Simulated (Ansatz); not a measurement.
# Zn3SbP: the cost of one run

Method: DFT PBE, scalar-relativistic, plane waves, PAW, in Ansatz 0.2.0.

### Step 1. The system as given

It takes space group P4/mmm (No. 123, tetragonal). Conventional cell: a = 4.240 Å, b = 4.240 Å, c = 5.901 Å, α = 90.00°, β = 90.00°, γ = 90.00°. Around Zn (site symmetry mmm) lie 2 Sb at 2.12 Å and 2 P at 2.12 Å. Around Zn (site symmetry 4/mmm) lie 2 P at 2.95 Å. Around Sb (site symmetry 4/mmm) lie 4 Zn at 2.12 Å. P (site symmetry 4/mmm) is surrounded by 6 Zn at 2.12 to 2.95 Å.

Coordinates:

```
CELL_PARAMETERS angstrom
4.23993 0.00000 0.00000
0.00000 4.23993 0.00000
0.00000 0.00000 5.90101
ATOMIC_POSITIONS crystal
Zn 0.50000 0.00000 0.50000
Zn 0.00000 0.50000 0.50000
Zn 0.50000 0.50000 0.00000
Sb 0.00000 0.00000 0.50000
P 0.50000 0.50000 0.50000
```

Recipe of the guess: random cell by space group and Wyckoff sites (P4/mmm, No. 123). Lengths come from tabulated atomic sizes and are only a guess.

### Step 2. The guess as it stands, on a coarse mesh

input.yaml reads:

```yaml
crystal:
  lattice:
    - [4.239925, 0.0, 0.0]
    - [0.0, 4.239925, 0.0]
    - [0.0, 0.0, 5.90101383]
  atoms:
    - { symbol: Zn, position: [0.5, 0.0, 0.5] }
    - { symbol: Zn, position: [0.0, 0.5, 0.5] }
    - { symbol: Zn, position: [0.5, 0.5, 0.0] }
    - { symbol: Sb, position: [0.0, 0.0, 0.5] }
    - { symbol: P, position: [0.5, 0.5, 0.5] }
basis:
  ecutwfc: 420
kpoints:
  mp_grid: { grid: [4, 4, 4] }
hamiltonian:
  xc: pbe
scf:
  occupations: { method: gaussian, width: 0.1 }
  lower_state_search: "off"
output:
  forces: true
  stress: true
  eigenvalues: true
```

Launch:

```
ansatz run input.yaml --threads 1 --pin off --max-ram 2560MiB --backend cpu --events-out ev --progress --plain --runs-dir out
```

What time and memory should one allow on 1 thread of AMD EPYC 9R45 (Zen 5), shared host?

About 1.4 s, with a peak of 0.45 GiB.
